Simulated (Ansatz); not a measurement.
# Rh: a line through a two-coordinate scan

The task here is to estimate one member of a computed series from the others.

Computed with Ansatz 0.2.0 (DFT LDA, scalar-relativistic, plane waves, PAW, unless a step's input says otherwise).

18 further runs of the same task are left out: 1 for a known fault of the program, 17 set aside as unsound or not needed. Runs told in other sessions of the task aren't counted.

## Starting point

Symmetry: P6_3/mmc, No. 194, hexagonal system. The conventional cell has a = 2.657 Å, b = 2.657 Å, c = 8.667 Å, α = 90.00°, β = 90.00°, γ = 120.00°. Around Rh (site symmetry -3m) lie 12 Rh at 2.65 to 2.66 Å. Rh (site symmetry -6m2) has 12 Rh at 2.65 to 2.66 Å in its first shell of neighbours.

Structure file:

```
CELL_PARAMETERS angstrom
2.65726 0.00000 0.00000
-1.32863 2.30125 0.00000
0.00000 0.00000 8.66688
ATOMIC_POSITIONS crystal
Rh 0.00000 0.00000 0.00000
Rh 0.33333 0.66667 0.25000
Rh 0.00000 0.00000 0.50000
Rh 0.66667 0.33333 0.75000
```

It goes back to an entry of the Materials Project, which need not be the stable form.

This cell was relaxed beforehand with the same method: volume 13.25 Å³/atom, gap on the mesh none (metal).

## What is varied

The energy is mapped over two homogeneous strains (x along [1 0 0], y along [1 2 0], z along [0 0 1] of the conventional cell).

The axes are (1) strain +e along x and -e along y: 7 values from −11.0 %; (2) strain +e along z and -e/2 along x and y: 7 values from −11.0 %.

Nothing else is relaxed (fractional coordinates fixed). Energies count from the relaxed crystal. Points are written as (first, second).

Set-up of the first run:

Contents of input.yaml:

```yaml
crystal:
  lattice:
    - [2.5111086539, 0.0, 0.0]
    - [-1.255554327, 2.6809594996, 0.0]
    - [0.0, 0.0, 7.7135244811]
  atoms:
    - { symbol: Rh, position: [0.0, 0.0, 0.0] }
    - { symbol: Rh, position: [0.3333333333, 0.6666666667, 0.25] }
    - { symbol: Rh, position: [0.0, 0.0, 0.5] }
    - { symbol: Rh, position: [0.6666666667, 0.3333333333, 0.75] }
basis:
  ecutwfc: 420
kpoints:
  mp_grid: { grid: [18, 18, 6] }
hamiltonian:
  xc: lda
  pseudopotentials: { kind: paw, azcp: { folder: soft_1 } }
scf:
  occupations: { method: gaussian, width: 0.15 }
output:
  forces: true
  stress: true
  eigenvalues: true
```

Command:

```sh
$ ansatz run input.yaml --threads 2 --pin off --max-ram 4096MiB --backend cpu --events-out ev --progress --plain --runs-dir out
```

Among the steps run: Point (−11.0 %, −11.0 %); Grid point (−7.3 %, −11.0 %); Grid point (−3.7 %, −11.0 %); Grid point (0.0 %, −11.0 %); Grid point (3.7 %, −11.0 %); Grid point (7.3 %, −11.0 %).

One table of the session follows, with a row left open; its other results are not shown here.

It belongs to the step «The line in numbers». 

| strain +e along x and -e along y (%) | energy (meV/atom) | slope (meV/atom per %) | pressure (GPa) | largest force on an atom (eV/Å) |
| --- | --- | --- | --- | --- |
| −11.0 | 459 | −39.9 | 25.1 | 1.06 |
| −7.3 | 347 | −21.5 | 18.2 | 0.72 |
| −3.7 | ? | ? | ? | ? |
| 0.0 | 281 | 0.0 | 13.5 | 0.00 |
| 3.7 | 290 | 4.8 | 14.4 | 0.46 |
| 7.3 | 315 | 9.0 | 17.0 | 1.01 |
| 11.0 | 358 | 14.8 | 21.2 | 1.65 |

Estimate the missing values for strain +e along x and -e along y (%) = −3.7.

Worked estimate for «energy (meV/atom)». A straight line through the neighbours (−7.3, 347) and (0.0, 281) gives 347 + (281 − 347) × (−3.7 − −7.3) / (0.0 − −7.3) = 314; a parabola fitted to 4 rows on both sides gives 295.

The run gave: energy (meV/atom): 295; slope (meV/atom per %): −8.3; pressure (GPa): 14.6; largest force on an atom (eV/Å): 0.39. In «energy (meV/atom)» the line misses by +19 and the parabola by +0.

Energies count from the relaxed crystal. Rows without a step come from runs not printed here or follow by symmetry. Slopes come from the forces (and the stress, where the cell changes), not from differences of energies.

Limits of these values: A rigid map gives upper bounds: relaxing the other coordinates can only lower a point. Warnings in the runs' records: pseudo functional mismatch.
